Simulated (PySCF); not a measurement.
# ClGdO (Gd(O)(Cl)): the cost of one run

Computed with PySCF 2.14.0. Level: PBE0, Gd lcecp-1-SVP with ECP53, O def2-SVP, Cl def2-SVP; scalar-relativistic core potentials, no spin–orbit coupling.

1 further run of the same task is left out (for a known fault of the program).

## Step 1: Where the work starts

3 atoms, charge 0, spin multiplicity 1.

Bond lengths: Gd1–O2 1.830 Å, Gd1–Cl3 2.634 Å. Angles: O2–Gd1–Cl3 131.8°.

Geometry (Å):

```
Gd    0.0000    0.0000    0.0000
O     1.6700    0.0000    0.7474
Cl   -2.4044    0.0000    1.0760
```

Formal oxidation states: Gd +3. Each metal's 7 4f electrons lie in its core potential, so multiplicities, spins and levels count the valence alone.

## Step 2: SCF at the start, singlet

File run.py (the lines that set the calculation):

```python
mol = gto.M(atom='''
Gd     0.00000     0.00000     0.00000
O      1.67000     0.00000     0.74740
Cl    -2.40440     0.00000     1.07600''',
    basis={'Gd': 'lcecp-1-SVP', 'O': 'def2-SVP', 'Cl': 'def2-SVP'},
    ecp={'Gd': 'lcecp-1-SVP'},
    charge=0, spin=0)
mf = dft.RKS(mol, xc='PBE0')
mf.grids.atom_grid = (50, 194)  # f atoms: unpruned, at least (60, 302)
mf = mf.density_fit()  # fitting sets: Gd AutoAux, O def2-universal-JKFIT, Cl def2-universal-JKFIT
mf.conv_tol = 1e-08; mf.max_cycle = 55
mf.kernel(dm0)  # dm0: free metal ions and neutral atoms
```

On the command line:

```sh
$ OMP_NUM_THREADS=2 python run.py
```

What time and memory should one allow on 2 threads of Arm Neoverse V1, shared host?

About 1.9 s, with a peak of 0.32 GiB.
